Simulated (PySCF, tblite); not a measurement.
**C6H15AlSe: geometry, infrared bands and NMR shifts**

Wanted: the infrared bands and NMR shifts of C6H15AlSe (`[CH3][AlH][C](C)(C)C[Se]C`), by calculation.

The runs use tblite 0.8.0 and PySCF 2.14.0, with density-fitted response routines of our own; the level of theory stands in each step. All values are computed, except where a source is named. Atoms count from 0, in the outputs and in this text.

## Step 1: The molecule as given

23 atoms, charge 0, multiplicity 1; geometry from: force field or distance geometry start.

Bonds of the start (Å): C0–Al1 1.99, Al1–C2 2.00, C2–C3 1.50, C2–C4 1.54, C2–C5 1.48, C5–Se6 1.94, Se6–C7 1.96, C0–H8 1.10, C0–H9 1.12, C0–H10 1.13, Al1–H11 1.58, C3–H12 1.11, C3–H13 1.11, C3–H14 1.11, C4–H15 1.12, C4–H16 1.10, C4–H17 1.09, C5–H18 1.13, C5–H19 1.11, C7–H20 1.09, C7–H21 1.10, C7–H22 1.13.

## Step 2: Geometry optimisation with GFN2-xTB

What the job is given:

```
{"job": {"kind": "relax", "xc": "GFN2-xTB", "basis": "xTB"}, "charge": 0, "multiplicity": 1}
C     -3.238600     1.089300    -0.274800
Al    -1.257000     1.262000    -0.257800
C     -0.279500    -0.468100    -0.031300
C     -0.785900    -1.072100     1.248900
C     -0.723100    -1.302100    -1.242700
C      1.189000    -0.362500    -0.124400
Se     1.981600     0.793800     1.209700
C      3.886600     0.920000     0.764600
H     -3.602500     0.423200    -1.072800
H     -3.573900     0.654200     0.706400
H     -3.719500     2.108400    -0.344800
H     -0.614400     2.673300     0.064500
H     -1.233800    -0.306800     1.919100
H      0.017500    -1.607300     1.802900
H     -1.589000    -1.800100     0.992400
H     -0.160000    -0.863900    -2.110700
H     -1.785400    -1.136900    -1.487700
H     -0.428200    -2.351400    -1.171300
H      1.580600    -1.399800     0.092100
H      1.538900    -0.119800    -1.153400
H      4.465200     0.140700     1.251900
H      3.999900     0.848300    -0.323200
H      4.326800     1.904700     1.098400
```

Started as:

```sh
OMP_NUM_THREADS=1 python probes_run.py task.json out
```

This one command runs all jobs of the session in turn.

Log:

```text
step      E/eV     max force
  0    -671.24926    2.624
  1    -671.49922    1.123
  2    -671.59076    0.755
  3    -671.64536    0.533
  4    -671.69124    0.444
  5    -671.71558    0.440
  6    -671.73736    0.311
  7    -671.75212    0.251
  8    -671.76165    0.182
  9    -671.76855    0.231
 10    -671.77667    0.232
 11    -671.78558    0.285
 12    -671.79321    0.222
 13    -671.79947    0.205
 14    -671.80627    0.194
 15    -671.81431    0.208
 16    -671.82187    0.235
 17    -671.82712    0.154
 18    -671.83081    0.117
 19    -671.83460    0.148
 20    -671.83913    0.169
 21    -671.84408    0.194
 22    -671.84939    0.220
 23    -671.85557    0.207
 24    -671.86303    0.195
 25    -671.87191    0.216
 26    -671.88264    0.249
 27    -671.89641    0.250
 28    -671.91376    0.348
 29    -671.93103    0.348
 30    -671.94242    0.228
 31    -671.93367    0.539
 32    -671.95349    0.168
 33    -671.95704    0.137
 34    -671.96901    0.163
 35    -671.97474    0.224
 36    -671.98197    0.213
 37    -671.98686    0.151
 38    -671.99185    0.138
 39    -671.99654    0.181
 40    -672.00118    0.245
 41    -672.00566    0.228
 42    -672.01017    0.141
 43    -672.01168    0.203
 44    -672.01533    0.134
 45    -672.01689    0.088
 46    -672.01943    0.078
 47    -672.02140    0.109
 48    -672.02443    0.128
 49    -672.02664    0.091
 50    -672.02834    0.096
 51    -672.02996    0.095
 52    -672.03208    0.144
 53    -672.03447    0.166
 54    -672.03673    0.126
 55    -672.03861    0.081
 56    -672.04029    0.072
 57    -672.04190    0.108
 58    -672.04352    0.119
 59    -672.04519    0.096
 60    -672.04701    0.088
 61    -672.04902    0.123
 62    -672.05120    0.164
 63    -672.05363    0.161
 64    -672.05634    0.132
 65    -672.05918    0.102
 66    -672.06137    0.073
 67    -672.06277    0.083
 68    -672.06363    0.077
 69    -672.06481    0.072
 70    -672.06621    0.079
 71    -672.06772    0.100
 72    -672.06914    0.116
 73    -672.07077    0.116
 74    -672.07302    0.128
 75    -672.07616    0.137
 76    -672.07958    0.124
 77    -672.08240    0.140
 78    -672.08397    0.178
 79    -672.08693    0.096
 80    -672.09007    0.092
 81    -672.09469    0.108
 82    -672.09894    0.112
 83    -672.10148    0.131
 84    -672.10484    0.141
 85    -672.11093    0.156
 86    -672.12251    0.215
 87    -672.12913    0.384
 88    -672.13574    0.405
 89    -672.14806    0.199
 90    -672.15885    0.175
 91    -672.16874    0.345
 92    -672.18282    0.378
 93    -672.19893    0.298
 94    -672.21599    0.362
 95    -672.23633    0.277
 96    -672.24931    0.371
 97    -672.26727    0.382
 98    -672.27832    0.200
 99    -672.29058    0.167
100    -672.29581    0.138
101    -672.30131    0.092
102    -672.30396    0.101
103    -672.30762    0.129
104    -672.31156    0.122
105    -672.31639    0.131
106    -672.32171    0.147
107    -672.32832    0.151
108    -672.33596    0.157
109    -672.34351    0.164
110    -672.34943    0.168
111    -672.35413    0.190
112    -672.35906    0.154
113    -672.36443    0.144
114    -672.36838    0.106
115    -672.37058    0.079
116    -672.37238    0.078
117    -672.37470    0.107
118    -672.37732    0.124
119    -672.37998    0.129
120    -672.38251    0.118
121    -672.38534    0.094
122    -672.38742    0.118
123    -672.39056    0.123
124    -672.39294    0.086
125    -672.39479    0.081
126    -672.39603    0.068
127    -672.39701    0.063
128    -672.39803    0.067
129    -672.39915    0.066
130    -672.40047    0.076
131    -672.40194    0.076
132    -672.40363    0.069
133    -672.40558    0.094
134    -672.40804    0.088
135    -672.41045    0.140
136    -672.41297    0.101
137    -672.41519    0.107
138    -672.41798    0.118
139    -672.41987    0.101
140    -672.42270    0.100
141    -672.42453    0.091
142    -672.42637    0.084
143    -672.42796    0.103
144    -672.42905    0.109
145    -672.43093    0.078
146    -672.43225    0.075
147    -672.43320    0.061
148    -672.43378    0.055
149    -672.43437    0.051
150    -672.43482    0.054
151    -672.43528    0.052
152    -672.43583    0.054
153    -672.43641    0.045
154    -672.43696    0.044
155    -672.43739    0.038
156    -672.43783    0.050
157    -672.43823    0.041
158    -672.43858    0.037
159    -672.43887    0.045
160    -672.43917    0.042
161    -672.43942    0.031
162    -672.43961    0.028
163    -672.43975    0.030
164    -672.43984    0.029
165    -672.43990    0.018
166    -672.43994    0.015
167    -672.43997    0.012
168    -672.44000    0.015
169    -672.44005    0.013
170    -672.44009    0.013
171    -672.44015    0.016
172    -672.44021    0.015
173    -672.44027    0.014
174    -672.44032    0.012
175    -672.44035    0.011
176    -672.44038    0.010
```

Wall time 3.3 s (1 thread of Arm Neoverse N1, shared host); peak memory 0.18 GiB.

The steps of the relaxation: (not every step is listed)

| step | energy from step 0 (eV) | largest force (eV/Å) |
| --- | --- | --- |
| 0 | 0.0000 | 2.6236 |
| 1 | -0.2500 | 1.1227 |
| 2 | -0.3415 | 0.7546 |
| 3 | -0.3961 | 0.5327 |
| 4 | -0.4420 | 0.4444 |
| 5 | -0.4663 | 0.4402 |
| 6 | -0.4881 | 0.3110 |
| 7 | -0.5029 | 0.2507 |
| 8 | -0.5124 | 0.1823 |
| 24 | -0.6138 | 0.1950 |
| 40 | -0.7519 | 0.2446 |
| 56 | -0.7910 | 0.0717 |
| 72 | -0.8199 | 0.1157 |
| 88 | -0.8865 | 0.4045 |
| 104 | -1.0623 | 0.1223 |
| 120 | -1.1332 | 0.1177 |
| 136 | -1.1637 | 0.1013 |
| 152 | -1.1866 | 0.0536 |
| 168 | -1.1907 | 0.0150 |
| 171 | -1.1909 | 0.0158 |
| 172 | -1.1909 | 0.0150 |
| 173 | -1.1910 | 0.0140 |
| 174 | -1.1911 | 0.0118 |
| 175 | -1.1911 | 0.0106 |
| 176 | -1.1911 | 0.0095 |

Distances of close pairs at the start and the end, largest changes first:

| bond | before (Å) | after (Å) | change (Å) |
| --- | --- | --- | --- |
| Al1–Se6 | 3.586 | 2.687 | -0.900 |
| C2–C5 | 1.475 | 1.537 | +0.061 |
| Al1–C2 | 2.000 | 2.056 | +0.056 |
| C7–H22 | 1.129 | 1.087 | -0.042 |
| C5–H18 | 1.130 | 1.096 | -0.034 |
| C0–H10 | 1.129 | 1.095 | -0.034 |
| C4–H15 | 1.124 | 1.090 | -0.034 |
| C5–Se6 | 1.935 | 1.966 | +0.031 |

The end geometry stands in the next job.

## Step 3: Harmonic vibrations with GFN2-xTB

What the job is given:

```
{"job": {"kind": "ir", "xc": "GFN2-xTB", "basis": "xTB"}, "charge": 0, "multiplicity": 1}
C     -2.253731     1.923066     0.508996
Al    -0.744588     1.030326    -0.417166
C     -0.319903    -0.977298    -0.297455
C     -1.081170    -1.575950     0.890674
C     -0.352660    -1.958143    -1.473562
C      1.144810    -0.778426     0.122009
Se     1.209211     0.714918     1.399798
C      2.675835     1.731344     0.621991
H     -3.204896     1.422905     0.293021
H     -2.169214     1.967019     1.601565
H     -2.368217     2.956177     0.163211
H      0.210504     1.700225    -1.461237
H     -1.010786    -0.900569     1.752925
H     -0.672630    -2.545204     1.185372
H     -2.135512    -1.704478     0.649542
H      0.160867    -1.537252    -2.338067
H     -1.382469    -2.165276    -1.758830
H      0.127283    -2.905492    -1.214687
H      1.599983    -1.660653     0.585441
H      1.755388    -0.463024    -0.729978
H      3.562758     1.102154     0.581682
H      2.385773     2.061330    -0.374072
H      2.858610     2.589286     1.264783
```

Log:

```text
mode    cm-1     km/mol
  1      54.9      0.25
  2      71.6      0.72
  3      77.5      0.40
  4      90.3      0.43
  5     103.1      0.65
  6     155.3      2.80
  7     169.6      1.55
  8     181.4     15.13
  9     185.0      0.76
 10     221.4      0.68
 11     222.8      3.68
 12     247.6      0.19
 13     281.7      2.64
 14     316.2      0.35
 15     396.7      0.23
 16     459.1     31.02
 17     489.9      1.64
 18     515.5     26.44
 19     569.1     75.38
 20     584.4    229.90
 21     610.9     89.13
 22     639.1     41.89
 23     690.5    407.97
 24     799.2      4.63
 25     865.6      3.73
 26     871.3     20.39
 27     875.0     14.14
 28     954.0      2.17
 29     959.6      1.73
 30    1005.0      3.87
 31    1040.5      2.52
 32    1127.5      9.79
 33    1171.5      7.64
 34    1203.1     10.47
 35    1209.6      9.24
 36    1274.3      3.21
 37    1310.3      9.95
 38    1396.3      2.32
 39    1408.6      1.53
 40    1417.8      0.83
 41    1421.6      7.18
 42    1429.0      4.28
 43    1452.0      0.45
 44    1456.4      0.56
 45    1477.5      1.68
 46    1490.9      1.86
 47    1502.1      1.69
 48    1504.1      1.98
 49    1669.1    342.83
 50    2894.5     48.05
 51    2903.4     67.86
 52    2911.9     50.38
 53    2916.0      6.39
 54    2918.5     43.28
 55    2930.9     21.46
 56    2955.8     34.38
 57    2962.3     90.64
 58    2982.8      1.84
 59    2997.9     34.29
 60    3003.3      7.39
 61    3008.0     19.16
 62    3020.4     42.48
 63    3020.5      7.31
```

Wall time 2.1 s (1 thread of Arm Neoverse N1, shared host); peak memory 0.18 GiB.

Which atoms move in the most intense modes:

| cm⁻¹ | km/mol | atoms |
| --- | --- | --- |
| 569 | 75.4 | C7 41 %, H11 18 % |
| 584 | 229.9 | C7 29 %, H11 28 %, H8 12 % |
| 611 | 89.1 | H11 28 %, C0 28 %, H9 16 %, Al1 12 % |
| 690 | 408.0 | Al1 36 %, H11 32 %, C0 17 % |
| 1669 | 342.8 | H11 96 % |
| 2903 | 67.9 | H12 86 % |
| 2912 | 50.4 | H9 71 %, H8 17 % |
| 2962 | 90.6 | H13 81 %, H17 11 % |

## Step 4: Shielding tensors: PBE0/pcSseg-1

Same as in step 3 but for these lines:

```diff
@@ -1,2 +1,2 @@
-{"job": {"kind": "ir", "xc": "GFN2-xTB", "basis": "xTB"}, "charge": 0, "multiplicity": 1}
+{"job": {"kind": "nmr", "xc": "PBE0", "basis": "pcSseg-1"}, "charge": 0, "multiplicity": 1}
 C     -2.253731     1.923066     0.508996
```

Method: GIAO PBE0/pcSseg-1 NMR shielding, non-relativistic, gas phase.

Log:

```text
coarse grid: 81848 points
cycle   1  E = -2880.5697154564  dE = -5.367e-01  |g| = 8.747e-01  |ddm| = 4.303e+00
cycle   2  E = -2880.5253254805  dE =  4.439e-02  |g| = 8.288e-01  |ddm| = 1.264e+00
cycle   3  E = -2880.6576862273  dE = -1.324e-01  |g| = 1.648e-01  |ddm| = 9.079e-01
cycle   4  E = -2880.6641428413  dE = -6.457e-03  |g| = 5.632e-02  |ddm| = 2.266e-01
cycle   5  E = -2880.6649477342  dE = -8.049e-04  |g| = 1.214e-02  |ddm| = 6.447e-02
cycle   6  E = -2880.6649847360  dE = -3.700e-05  |g| = 2.219e-03  |ddm| = 1.393e-02
cycle   7  E = -2880.6649857635  dE = -1.028e-06  |g| = 1.017e-03  |ddm| = 3.220e-03
final grid: 172792 points
cycle   8  E = -2880.6649409700  dE = -7.291e-08  |g| = 1.300e-03  |ddm| = 4.164e-03
cycle   9  E = -2880.6649405836  dE =  3.863e-07  |g| = 1.771e-03  |ddm| = 2.621e-03
cycle  10  E = -2880.6649413938  dE = -8.102e-07  |g| = 1.281e-04  |ddm| = 1.566e-03
cycle  11  E = -2880.6649413977  dE = -3.863e-09  |g| = 2.011e-05  |ddm| = 1.286e-04
cycle  12  E = -2880.6649413977  dE = -8.868e-11  |g| = 8.117e-06  |ddm| = 3.177e-05
converged SCF energy = -2880.6649413977

GIAO shielding tensors (ppm)
atom      isotropic    diamagn.    paramagn.     s11        s22        s33       span
  0 C      196.434     250.823     -54.389    187.271    196.425    205.607     18.336
  1 Al     356.088     796.957    -440.869    322.337    350.188    395.739     73.402
  2 C      156.281     250.142     -93.860    137.687    155.409    175.748     38.061
  3 C      156.334     248.973     -92.639    139.135    150.444    179.424     40.288
  4 C      157.390     245.026     -87.637    141.515    143.134    187.519     46.004
  5 C      131.894     253.584    -121.690     95.344    132.159    168.180     72.835
  6 Se    1814.178    3003.848   -1189.671   1500.922   1769.972   2171.639    670.717
  7 C      166.199     248.538     -82.338    145.734    162.754    190.110     44.376
  8 H       32.014      30.059       1.955     27.062     29.602     39.378     12.317
  9 H       31.674      30.927       0.747     26.707     30.792     37.524     10.817
 10 H       31.769      29.015       2.754     27.142     28.380     39.783     12.641
 11 H       26.953      31.708      -4.756     23.742     26.027     31.090      7.348
 12 H       30.226      32.750      -2.524     25.694     31.174     33.810      8.116
 13 H       31.033      31.808      -0.775     27.789     28.104     37.207      9.418
 14 H       30.293      31.784      -1.491     26.130     27.817     36.933     10.802
 15 H       30.326      30.566      -0.241     25.502     28.649     36.826     11.324
 16 H       30.513      30.207       0.306     25.971     27.764     37.805     11.834
 17 H       31.078      30.415       0.663     27.575     28.444     37.216      9.641
 18 H       28.792      33.452      -4.660     23.040     28.689     34.648     11.608
 19 H       29.116      34.993      -5.877     23.568     30.264     33.515      9.948
 20 H       29.569      29.192       0.377     23.646     26.638     38.422     14.776
 21 H       28.892      30.734      -1.842     22.319     28.471     35.884     13.565
 22 H       29.906      28.748       1.158     23.768     26.149     39.801     16.033
```

It took 1.9 min on 1 thread of Arm Neoverse N1, shared host; peak memory 1.1 GiB.

The references, computed at this level on geometries of the same kind, shield at (ppm): 1H TMS 31.72, 13C TMS 186.9, 77Se Me2Se 1758, 27Al AlH4- 490.0. Their shielding less the atom's gives the shift. The references are single molecules in the gas phase. Shifts against hydride references such as AlH4− lie on their own scale. Atoms listed in one row are averaged.

| atoms | environment | σ (ppm) | δ (ppm) |
| --- | --- | --- | --- |
| C5 | sp3 CH2 bonded to Se | 131.9 | 55.0 |
| C2 | fully substituted sp3 carbon bonded to Al | 156.3 | 30.6 |
| C3, C4 | methyl carbon | 156.9 | 30.1 |
| C7 | methyl carbon bonded to Se | 166.2 | 20.7 |
| C0 | methyl carbon bonded to Al | 196.4 | -9.5 |
| H11 |  | 26.95 | 4.76 |
| H18, H19 | hydrogen on an sp3 CH2 bonded to Se | 28.95 | 2.76 |
| H20, H21, H22 | hydrogen on a methyl carbon bonded to Se | 29.46 | 2.26 |
| H12, H13, H14, H15, H16, H17 | hydrogen on a methyl carbon | 30.58 | 1.14 |
| H8, H9, H10 | hydrogen on a methyl carbon bonded to Al | 31.82 | -0.10 |
| Al1 |  | 356.1 | 133.9 |
| Se6 |  | 1814 | -56 |

Charges from the same density, by scheme (e):

| atoms | Mulliken | IAO | Hirshfeld | ESP fit |
| --- | --- | --- | --- | --- |
| C0 | -0.72 | -0.79 | -0.28 | -0.63 |
| Al1 | 0.93 | 0.70 | 0.39 | 0.75 |
| C2 | -0.78 | -0.27 | -0.12 | 0.10 |
| C3, C4 | -0.15 | -0.41 | -0.13 | -0.48 |
| C5 | -0.17 | -0.34 | -0.08 | -0.23 |
| Se6 | -0.20 | 0.28 | 0.17 | -0.05 |
| C7 | -0.32 | -0.53 | -0.12 | -0.51 |

Mayer bond orders: C0–Al1 0.88, Al1–C2 0.69, C2–C3 0.99, C2–C4 1.05, C2–C5 0.95, C5–Se6 0.95, Se6–C7 1.02.

## Step 5: What came out

```
                                                               quantity                              value
                              strongest single infrared mode (GFN2-xTB)               690 cm⁻¹, 408 km/mol
                                           zero-point energy (GFN2-xTB)                     115.9 kcal/mol
13C shifts against TMS (PBE0/pcSseg-1, means over atoms taken as alike)   55.0, 30.6, 30.1, 20.7, -9.5 ppm
 1H shifts against TMS (PBE0/pcSseg-1, means over atoms taken as alike)  4.76, 2.76, 2.26, 1.14, -0.10 ppm
                              27Al shifts against AlH4- (PBE0/pcSseg-1)                          133.9 ppm
                              77Se shifts against Me2Se (PBE0/pcSseg-1)                            -56 ppm
```

Relaxing lowered the energy by 1.191 eV in 176 steps; the close pair that moved most is Al1–Se6, from 3.586 to 2.687 Å. All 63 modes are real, so the xTB geometry is a minimum. The strongest single mode, at 690 cm⁻¹, is carried by Al1, H11, C0. GFN2-xTB is a fitted tight-binding method: band positions and strengths are rough. Its intensities can rank the bands wrongly. At PBE0/pcSseg-1: The largest span, 671 ppm, is at Se6, where the paramagnetic term is -1190 ppm. Spin-orbit coupling is left out, which matters for shieldings and couplings at and beside the heavy atoms.
